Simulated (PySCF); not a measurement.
# C3H7FOSi: geometry, spin-spin couplings

Aim: predict the spin-spin couplings of C3H7FOSi (`C[C@@H]1O[SiH2][C@@H]1F`).

Programs: PySCF 2.14.0, with density-fitted response routines of our own. Each step states its level of theory. These are calculated values for one molecule in the gas phase, unless marked as measured. Atoms count from 0, in the outputs and in this text.

## (1) Starting geometry

13 atoms, charge 0, multiplicity 1; geometry from: GFN2-xTB. The atoms were then displaced at random by about 0.01 Å, so the start is not that level's minimum.

Bonds of the start (Å): C0–C1 1.54, C1–O2 1.44, O2–Si3 1.60, Si3–C4 1.91, C4–F5 1.37, C4–C1 1.54, C0–H6 1.10, C0–H7 1.08, C0–H8 1.06, C1–H9 1.10, Si3–H10 1.46, Si3–H11 1.48, C4–H12 1.12.

## (2) Geometry optimisation at PBE0-D3(BJ)/def2-SVP

The job: settings as JSON, then the geometry in Å.

```
{"job": {"xc": "PBE0", "basis": "def2-SVP", "d3": "d3bj", "grid": 1, "shake": 0.01, "kind": "geom"}, "charge": 0, "multiplicity": 1}
C      1.656500    -0.270380    -0.289610
C      0.448800     0.538280     0.226220
O     -0.110870    -0.071050     1.405820
Si    -1.527180    -0.499830     0.799270
C     -0.800330     0.478480    -0.674110
F     -0.599530    -0.151720    -1.869670
H      2.039390     0.231100    -1.186860
H      2.427870    -0.286250     0.460270
H      1.320740    -1.250330    -0.522800
H      0.749440     1.561120     0.495580
H     -1.711070    -1.932540     0.570660
H     -2.657720     0.157060     1.491880
H     -1.230210     1.479170    -0.916990
```

Command:

```
$ OMP_NUM_THREADS=1 python probes_run.py task.json out
```

One launch serves the whole session: the jobs run in the order shown.

What it wrote:

```text
step   0  E = -582.33377703  max force = 0.056176
step   1  E = -582.34242874  max force = 0.011475
step   2  E = -582.34293785  max force = 0.006262
step   3  E = -582.34306029  max force = 0.000906
step   4  E = -582.34306865  max force = 0.000389
optimisation converged
```

Wall time 31 s (1 thread of Arm Neoverse V1, shared host); peak memory 0.48 GiB.

Along the way:

```tsv
step	energy from step 0 (eV)	largest force component (eV/Å)
0	0.0000	2.8887
1	-0.2354	0.5901
2	-0.2493	0.3220
3	-0.2526	0.0466
4	-0.2528	0.0200
```

Close pairs (by a distance rule), those that changed most:

```tsv
bond	before (Å)	after (Å)	change (Å)
O2–Si3	1.599	1.692	+0.092
C0–H8	1.062	1.100	+0.038
C0–C1	1.542	1.509	-0.033
Si3–H10	1.462	1.492	+0.029
C0–H7	1.076	1.099	+0.023
C1–C4	1.541	1.556	+0.015
C4–H12	1.116	1.103	-0.013
Si3–H11	1.480	1.492	+0.012
```

The final coordinates are the input of the step that follows.

```tsv
at the end point	value
point group (found at 0.08 Å tolerance)	C1
rotational constants (GHz, main isotopes)	3.788, 2.988, 1.953
dipole moment (D)	0.87
```

## (3) Spin-spin couplings: B3LYP/cc-pVTZ

The job: settings as JSON, then the geometry in Å.

```
{"job": {"kind": "j", "xc": "B3LYP", "basis": "cc-pVTZ"}, "charge": 0, "multiplicity": 1}
C      1.364407    -0.134416    -0.054260
C      0.239407     0.741737     0.439069
O     -0.325389     0.242546     1.671108
Si    -1.816698    -0.177319     0.992107
C     -1.015206     0.725517    -0.480946
F     -0.844870     0.075872    -1.675574
H      1.801795     0.277665    -0.975595
H      2.146090    -0.194546     0.716265
H      1.008933    -1.152212    -0.270637
H      0.608185     1.767150     0.618665
H     -2.050838    -1.641293     0.825672
H     -2.986128     0.443216     1.679667
H     -1.390288     1.742499    -0.683502
```

Method: B3LYP/cc-pVTZ indirect spin-spin coupling, non-relativistic, gas phase.

What it wrote:

```text
coarse grid: 11400 points
cycle   1  E = -583.0933997223  dE =  6.580e-01  |g| = 9.000e-01  |ddm| = 7.085e+00
cycle   2  E = -582.7277106284  dE =  3.657e-01  |g| = 1.663e+00  |ddm| = 3.099e+00
cycle   3  E = -583.2281494334  dE = -5.004e-01  |g| = 1.767e-01  |ddm| = 2.103e+00
cycle   4  E = -583.2330542737  dE = -4.905e-03  |g| = 8.798e-02  |ddm| = 3.396e-01
cycle   5  E = -583.2343153124  dE = -1.261e-03  |g| = 1.845e-02  |ddm| = 1.264e-01
cycle   6  E = -583.2343611552  dE = -4.584e-05  |g| = 6.912e-03  |ddm| = 3.109e-02
cycle   7  E = -583.2343705261  dE = -9.371e-06  |g| = 7.850e-04  |ddm| = 1.030e-02
final grid: 105968 points
cycle   8  E = -583.2324568021  dE = -6.009e-05  |g| = 8.047e-03  |ddm| = 8.494e-02
cycle   9  E = -583.2324403259  dE =  1.648e-05  |g| = 1.267e-02  |ddm| = 2.681e-02
cycle  10  E = -583.2324686410  dE = -2.832e-05  |g| = 1.077e-03  |ddm| = 1.552e-02
cycle  11  E = -583.2324688291  dE = -1.881e-07  |g| = 4.036e-04  |ddm| = 1.931e-03
cycle  12  E = -583.2324688580  dE = -2.884e-08  |g| = 1.369e-04  |ddm| = 6.161e-04
cycle  13  E = -583.2324688609  dE = -2.963e-09  |g| = 3.704e-05  |ddm| = 2.029e-04
cycle  14  E = -583.2324688612  dE = -2.576e-10  |g| = 5.578e-06  |ddm| = 5.569e-05
converged SCF energy = -583.2324688612

Indirect spin-spin couplings (Hz)
  i      j    bonds     total        FC       PSO       DSO        SD
  0 C    1 C    1     31.337    32.101    -1.024     0.260         -
  0 C    2 O    2     -2.997    -3.190     0.206    -0.013         -
  0 C    3 Si   3     -0.129    -0.160    -0.006     0.033     0.004
  0 C    4 C    2     -0.728    -0.696    -0.069     0.038         -
  0 C    5 F    3     10.798    11.116    -0.722     0.134     0.269
  0 C    6 H    1    116.960   114.904     1.327     0.729         -
  0 C    7 H    1    121.128   119.133     1.287     0.708         -
  0 C    8 H    1    120.409   118.401     1.215     0.793         -
  0 C    9 H    2      0.263     0.409    -0.047    -0.099         -
  0 C   10 H    4     -0.674    -0.646     0.045    -0.074         -
  0 C   11 H    4     -0.448    -0.268     0.236    -0.417         -
  0 C   12 H    3      2.273     2.335     0.284    -0.346         -
  1 C    2 O    1     20.620    22.644    -1.861    -0.162         -
  1 C    3 Si   2      8.584     8.281     0.434    -0.029    -0.103
  1 C    4 C    1     19.034    18.952    -0.258     0.340         -
  1 C    5 F    2     11.192     6.964     1.768     0.077     2.382
  1 C    6 H    2      0.091     0.043     0.005     0.043         -
  1 C    7 H    2     -4.722    -4.658    -0.094     0.030         -
  1 C    8 H    2     -5.753    -5.712    -0.089     0.048         -
  1 C    9 H    1    142.646   141.478    -0.076     1.244         -
  1 C   10 H    3     -0.835    -0.557     0.031    -0.310         -
  1 C   11 H    3      2.572     2.896     0.095    -0.419         -
  1 C   12 H    2     -1.034    -0.999    -0.127     0.092         -
  2 O    3 Si   1    -24.685   -20.428    -5.606     0.052     1.297
  2 O    4 C    2     -1.703    -1.574    -0.102    -0.026         -
  2 O    5 F    3      9.071     4.620     4.707     0.172    -0.428
  2 O    6 H    3     -7.569    -7.772    -0.025     0.229         -
  2 O    7 H    3     -1.310    -1.185    -0.059    -0.066         -
  2 O    8 H    3     -1.057    -0.982    -0.039    -0.036         -
  2 O    9 H    2     -8.397    -7.803    -0.604     0.010         -
  2 O   10 H    2     -3.756    -3.834    -0.105     0.182         -
  2 O   11 H    2     -5.945    -6.070    -0.045     0.170         -
  2 O   12 H    3     -0.782    -0.789    -0.145     0.152         -
  3 Si   4 C    1    -42.248   -40.892    -0.384    -0.141    -0.831
  3 Si   5 F    2    -20.817   -22.803     2.879     0.059    -0.952
  3 Si   6 H    4      0.299     0.182    -0.197     0.265     0.048
  3 Si   7 H    4      0.666     0.614    -0.196     0.242     0.006
  3 Si   8 H    4      0.517     0.404     0.116    -0.048     0.046
  3 Si   9 H    3     -9.957   -10.305    -0.026     0.316     0.058
  3 Si  10 H    1   -171.427  -172.494     1.479    -0.324    -0.089
  3 Si  11 H    1   -171.485  -172.469     1.363    -0.305    -0.074
  3 Si  12 H    2     -0.280    -0.075    -0.237     0.086    -0.053
  4 C    5 F    1   -265.432  -309.629    24.965     0.930    18.303
  4 C    6 H    3      0.213     0.158     0.017     0.039         -
  4 C    7 H    3      6.035     6.085     0.311    -0.362         -
  4 C    8 H    3      2.915     2.873    -0.092     0.133         -
  4 C    9 H    2      1.139     1.097    -0.058     0.101         -
  4 C   10 H    2      2.670     2.871    -0.022    -0.179         -
  4 C   11 H    2      7.461     7.633     0.017    -0.188         -
  4 C   12 H    1    144.094   142.919    -0.092     1.267         -
  5 F    6 H    4      2.422     2.453    -0.585     0.696    -0.142
  5 F    7 H    4     11.376    11.282     1.399    -1.324     0.019
  5 F    8 H    4      1.284     1.321    -0.869     0.993    -0.161
  5 F    9 H    3      4.519     4.842     1.001    -1.255    -0.069
  5 F   10 H    3      2.737     2.793     0.231    -0.043    -0.244
  5 F   11 H    3      9.535    10.628     0.305    -1.397    -0.001
  5 F   12 H    2     53.237    45.908    11.079    -0.905    -2.845
  6 H    7 H    2    -11.743   -11.743     2.394    -2.394         -
  6 H    8 H    2    -11.802   -11.889     2.151    -2.064         -
  6 H    9 H    3      2.315     2.219     0.203    -0.106         -
  6 H   10 H    5     -0.277    -0.065     0.782    -0.995         -
  6 H   11 H    5     -0.526    -0.017     0.989    -1.498         -
  6 H   12 H    4     -0.323    -0.262     0.654    -0.714         -
  7 H    8 H    2    -10.453   -10.523     2.247    -2.176         -
  7 H    9 H    3      4.292     4.228     0.303    -0.240         -
  7 H   11 H    5     -0.690    -0.189     0.913    -1.414         -
  7 H   12 H    4     -0.451    -0.222     1.466    -1.695         -
  8 H    9 H    3     12.506    12.919     2.217    -2.629         -
  8 H   10 H    5      0.448     0.212    -0.760     0.996         -
  8 H   11 H    5     -0.865    -0.089     0.710    -1.487         -
  8 H   12 H    4     -0.559    -0.296     1.517    -1.780         -
  9 H   10 H    4      0.706     1.487     1.410    -2.191         -
  9 H   11 H    4      0.391     0.816     0.705    -1.130         -
  9 H   12 H    3      7.325     6.981    -0.507     0.852         -
 10 H   11 H    2     23.371    24.580     0.609    -1.817         -
 10 H   12 H    3      2.665     3.602     1.156    -2.093         -
 11 H   12 H    3      0.043     0.136    -0.009    -0.084         -
```

Wall time 75 s (1 thread of Arm Neoverse V1, shared host); peak memory 0.96 GiB.

This basis has no tight s functions, so the Fermi-contact terms are rough.

Couplings of 1 Hz or more, nine at most for each number of bonds, with means over like pairs (isotopes 13C, 19F, 1H, 17O, 29Si):

```tsv
pair	bonds	J (Hz)	Fermi contact (Hz)	dihedral (°)
C4–F5	1	-265.4	-309.6	–
Si3–H11	1	-171.5	-172.5	–
Si3–H10	1	-171.4	-172.5	–
C4–H12	1	144.1	142.9	–
C1–H9	1	142.6	141.5	–
C0–H6	1	119.5	117.5	–
Si3–C4	1	-42.2	-40.9	–
C0–C1	1	31.3	32.1	–
O2–Si3	1	-24.7	-20.4	–
F5–H12	2	53.2	45.9	–
H10–H11	2	23.4	24.6	–
Si3–F5	2	-20.8	-22.8	–
H6–H7	2	-11.3	-11.4	–
C1–F5	2	11.2	7.0	–
C1–Si3	2	8.6	8.3	–
O2–H9	2	-8.4	-7.8	–
C4–H11	2	7.5	7.6	–
O2–H11	2	-5.9	-6.1	–
C0–F5	3	10.8	11.1	-9
Si3–H9	3	-10.0	-10.3	–
F5–H11	3	9.5	10.6	-127
O2–F5	3	9.1	4.6	–
H9–H12	3	7.3	7.0	-7
H6–H9	3	6.4	6.5	–
F5–H9	3	4.5	4.8	117
O2–H6	3	-3.3	-3.3	–
C4–H6	3	3.1	3.0	–
F5–H6	4	5.0	5.0	–
```

The spin-dipole term was solved for some atoms only; pairs without it lack that part.

The response was solved for the nuclei of C, F, H, Si alone, so couplings that need other nuclei can be missing.

Quadrupole couplings from the field gradients of the same density:

```tsv
atom	isotope	eQq/h (MHz)	η
O2	17O	-9.142	0.49
```

## (4) Indirect couplings: B3LYP/6-31G*

Same as in step 3 but for these lines:

```diff
@@ -1,2 +1,2 @@
-{"job": {"kind": "j", "xc": "B3LYP", "basis": "cc-pVTZ"}, "charge": 0, "multiplicity": 1}
+{"job": {"kind": "j", "xc": "B3LYP", "basis": "6-31G*"}, "charge": 0, "multiplicity": 1}
 C      1.364407    -0.134416    -0.054260
```

With the program's defaults for keys left out, this is: B3LYP/6-31G* indirect spin-spin coupling, non-relativistic, gas phase.

What it wrote:

```text
coarse grid: 11400 points
cycle   1  E = -582.9815153764  dE =  6.765e-01  |g| = 8.596e-01  |ddm| = 3.251e+00
cycle   2  E = -582.6694447024  dE =  3.121e-01  |g| = 1.528e+00  |ddm| = 2.191e+00
cycle   3  E = -583.1172623725  dE = -4.478e-01  |g| = 1.580e-01  |ddm| = 1.599e+00
cycle   4  E = -583.1216979671  dE = -4.436e-03  |g| = 6.721e-02  |ddm| = 1.971e-01
cycle   5  E = -583.1225196208  dE = -8.217e-04  |g| = 1.393e-02  |ddm| = 6.205e-02
cycle   6  E = -583.1225515597  dE = -3.194e-05  |g| = 5.104e-03  |ddm| = 1.429e-02
cycle   7  E = -583.1225573820  dE = -5.822e-06  |g| = 4.461e-04  |ddm| = 4.616e-03
final grid: 105968 points
cycle   8  E = -583.0757107641  dE = -1.335e-05  |g| = 7.050e-03  |ddm| = 1.648e-02
cycle   9  E = -583.0756983675  dE =  1.240e-05  |g| = 1.078e-02  |ddm| = 1.436e-02
cycle  10  E = -583.0757212601  dE = -2.289e-05  |g| = 8.192e-04  |ddm| = 8.464e-03
cycle  11  E = -583.0757213987  dE = -1.386e-07  |g| = 1.971e-04  |ddm| = 8.575e-04
cycle  12  E = -583.0757214053  dE = -6.655e-09  |g| = 8.428e-05  |ddm| = 2.342e-04
cycle  13  E = -583.0757214066  dE = -1.267e-09  |g| = 1.722e-05  |ddm| = 7.893e-05
cycle  14  E = -583.0757214066  dE = -6.276e-11  |g| = 3.990e-06  |ddm| = 2.019e-05
converged SCF energy = -583.0757214066

Indirect spin-spin couplings (Hz)
  i      j    bonds     total        FC       PSO       DSO        SD
  0 C    1 C    1     54.090    54.720    -0.889     0.260         -
  0 C    2 O    2     -3.447    -3.591     0.158    -0.014         -
  0 C    3 Si   3     -0.120    -0.172     0.012     0.033     0.006
  0 C    4 C    2     -0.946    -0.956    -0.028     0.038         -
  0 C    5 F    3      6.289     6.750    -0.800     0.140     0.199
  0 C    6 H    1    140.570   138.868     0.908     0.793         -
  0 C    7 H    1    145.908   144.259     0.877     0.772         -
  0 C    8 H    1    145.399   143.743     0.801     0.855         -
  0 C    9 H    2      0.635     0.730    -0.006    -0.089         -
  0 C   10 H    4     -0.680    -0.639     0.032    -0.072         -
  0 C   11 H    4     -0.417    -0.178     0.175    -0.414         -
  0 C   12 H    3      2.273     2.383     0.231    -0.341         -
  1 C    2 O    1     13.489    15.408    -1.749    -0.169         -
  1 C    3 Si   2      7.124     6.787     0.458    -0.029    -0.092
  1 C    4 C    1     42.818    42.601    -0.123     0.340         -
  1 C    5 F    2     22.354    18.685     1.506     0.095     2.068
  1 C    6 H    2      0.045    -0.029     0.023     0.051         -
  1 C    7 H    2     -3.944    -3.908    -0.075     0.039         -
  1 C    8 H    2     -4.692    -4.635    -0.116     0.059         -
  1 C    9 H    1    164.117   163.106    -0.292     1.303         -
  1 C   10 H    3     -0.836    -0.519    -0.015    -0.303         -
  1 C   11 H    3      2.242     2.618     0.036    -0.412         -
  1 C   12 H    2     -0.033    -0.054    -0.080     0.101         -
  2 O    3 Si   1    -16.187   -12.421    -4.844     0.055     1.023
  2 O    4 C    2     -3.449    -3.329    -0.091    -0.029         -
  2 O    5 F    3      6.108     2.230     4.124     0.162    -0.408
  2 O    6 H    3     -7.396    -7.632     0.013     0.223         -
  2 O    7 H    3     -1.342    -1.241    -0.033    -0.069         -
  2 O    8 H    3     -1.101    -1.042    -0.017    -0.042         -
  2 O    9 H    2     -8.984    -8.475    -0.507    -0.002         -
  2 O   10 H    2     -4.840    -4.911    -0.104     0.174         -
  2 O   11 H    2     -6.169    -6.287    -0.045     0.163         -
  2 O   12 H    3     -1.025    -1.058    -0.111     0.143         -
  3 Si   4 C    1    -61.846   -60.560    -0.422    -0.140    -0.724
  3 Si   5 F    2    -30.287   -33.094     3.622     0.048    -0.864
  3 Si   6 H    4      0.323     0.117    -0.104     0.263     0.047
  3 Si   7 H    4      0.629     0.477    -0.097     0.240     0.008
  3 Si   8 H    4      0.516     0.358     0.157    -0.049     0.049
  3 Si   9 H    3     -9.706   -10.174     0.089     0.312     0.067
  3 Si  10 H    1   -193.994  -194.490     1.323    -0.355    -0.472
  3 Si  11 H    1   -191.035  -191.504     1.256    -0.337    -0.450
  3 Si  12 H    2      0.490     0.586    -0.102     0.081    -0.075
  4 C    5 F    1   -219.101  -258.949    23.934     1.031    14.883
  4 C    6 H    3      0.377     0.316     0.018     0.043         -
  4 C    7 H    3      6.037     6.142     0.251    -0.357         -
  4 C    8 H    3      2.746     2.683    -0.075     0.138         -
  4 C    9 H    2      1.330     1.219     0.002     0.108         -
  4 C   10 H    2      3.069     3.297    -0.055    -0.173         -
  4 C   11 H    2      7.052     7.228     0.007    -0.183         -
  4 C   12 H    1    161.861   160.857    -0.324     1.328         -
  5 F    6 H    4      3.347     3.360    -0.652     0.708    -0.069
  5 F    7 H    4      9.552     9.850     1.011    -1.294    -0.015
  5 F    8 H    4      3.030     2.963    -0.833     1.006    -0.106
  5 F    9 H    3      4.597     5.204     0.599    -1.193    -0.013
  5 F   10 H    3      1.426     1.460     0.157    -0.012    -0.179
  5 F   11 H    3      9.010    10.157     0.133    -1.354     0.074
  5 F   12 H    2     53.005    47.449     8.914    -0.734    -2.625
  6 H    7 H    2    -15.541   -14.575     1.301    -2.268         -
  6 H    8 H    2    -15.910   -15.065     1.097    -1.942         -
  6 H    9 H    3      1.807     1.928    -0.058    -0.063         -
  6 H   10 H    5     -0.546    -0.088     0.522    -0.980         -
  6 H   11 H    5     -0.817    -0.008     0.674    -1.483         -
  6 H   12 H    4     -0.553    -0.255     0.396    -0.694         -
  7 H    8 H    2    -14.621   -13.738     1.171    -2.054         -
  7 H    9 H    3      3.721     3.903     0.016    -0.198         -
  7 H   10 H    5     -0.169     0.195     0.362    -0.726         -
  7 H   11 H    5     -1.004    -0.218     0.615    -1.401         -
  7 H   12 H    4     -0.821    -0.206     1.058    -1.673         -
  8 H    9 H    3     11.800    12.850     1.531    -2.581         -
  8 H   10 H    5      0.708     0.286    -0.572     0.994         -
  8 H   11 H    5     -1.098    -0.057     0.431    -1.472         -
  8 H   12 H    4     -1.044    -0.359     1.070    -1.755         -
  9 H   10 H    4      0.651     1.864     0.953    -2.166         -
  9 H   12 H    3      7.634     7.315    -0.569     0.889         -
 10 H   11 H    2     24.689    26.376     0.050    -1.737         -
 10 H   12 H    3      2.074     3.430     0.705    -2.061         -
 11 H   12 H    3      0.097     0.286    -0.131    -0.059         -
```

Wall time 14 s (1 thread of Arm Neoverse V1, shared host); peak memory 0.59 GiB.

The basis is not made for couplings: without tight functions at the nuclei these values are rough.

In short: J(C4,F5) -219.1 Hz, J(Si3,H10) -194.0 Hz, J(Si3,H11) -191.0 Hz (means over like pairs).

## (5) Run by run: spin-spin couplings

Couplings (Hz), each a mean over the pairs like the one named, with basis size and wall time:

```tsv
run	C4–F5	Si3–H11	Si3–H10	C4–H12	C1–H9	C0–H6	F5–H12	functions	time
B3LYP/cc-pVTZ	-265.4	-171.5	-171.4	144.1	142.6	119.5	53.2	282	75 s
B3LYP/6-31G*	-219.1	-191.0	-194.0	161.9	164.1	144.0	53.0	102	14 s
```

## (6) Summary of results

```
                                     quantity                     value
                                  point group                        C1
         rotational constants (main isotopes)      3.79, 2.99, 1.95 GHz
largest coupling of the table (B3LYP/cc-pVTZ)  ¹J(C,F) C4–F5, -265.4 Hz
      range of J(C4,F5), mean over like pairs       -265.4 to -219.1 Hz
```

In words: Over 4 steps the energy fell by 0.253 eV; of the close pairs, O2–Si3 changed most, 1.599 to 1.692 Å. Of the pairs tabulated at B3LYP/cc-pVTZ, C4–F5 couples most strongly (-265.4 Hz; Fermi contact -309.6 Hz). Couplings across rotatable bonds belong to this one conformer; where others are populated, the observed values are averages. The coupling C4–F5, as a mean over pairs of its kind, runs from -265.4 Hz (B3LYP/cc-pVTZ) to -219.1 Hz (B3LYP/6-31G*). Couplings from bases without tight functions are rough.
